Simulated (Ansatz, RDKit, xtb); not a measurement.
**Isomers of CH8N2Si3, a sample narrowed down**

Which of a sample of isomers of CH8N2Si3 is the most stable in the gas at 298.15 K, and what are its properties? The sample is small against all isomers, and the most stable one of this formula need not be in it.

Plan: many cheap relaxations first (GFN2-xTB), then density-functional screening, relaxation at r2SCAN-D4/def2-SVP, vibrations (at GFN2-xTB) and a final energy. The numbers are computed, not measured.

**1. Drawing up candidates**

Isomers were taken from a list of plausible structures; this is a sample, not all of them. That gives 3 candidates.

```csv
label,SMILES,spin
c394,N#C[SiH2]N([SiH3])[SiH3],singlet
c699,N#C[Si@@H]([SiH3])N[SiH3],singlet
c803,N#C[SiH2]N[SiH2][SiH3],singlet
```

Candidates are built by distance geometry, with a force field where one applies, in up to four conformers (letters a to d).

Q: Predict the outcome of this search (final energies at CCSD(T)/def2-SVP + MP2/def2-TZVPP - MP2/def2-SVP).

| quantity | value |
| --- | --- |
| lowest structure found | N#C[SiH2]N([SiH3])[SiH3], singlet |
| next finalist | N#C[Si@@H]([SiH3])N[SiH3], singlet, 14.7 kcal/mol higher in G |
| share at equilibrium, among the finalists | 100.0 % |

`N#C[SiH2]N([SiH3])[SiH3]` comes out lowest. The margin of 14.7 kcal/mol over the next finalist is beyond the usual error of the last level; it says nothing of structures that weren't ranked. GFN2-xTB, HF/STO-3G, r2SCAN-D4/def2-SVP, r2SCAN-D4/def2-SVP, relaxed, HF/def2-SVP and MP2/def2-SVP already put its bonding pattern lowest among the structures in one piece. 4 minima inside the window were never screened. Lowest found is not proven lowest: the search is finite, and each finalist counts with one conformer. Only 3 drawn patterns were tried, so whole families of isomers are missing, and the result ranks this sample alone.
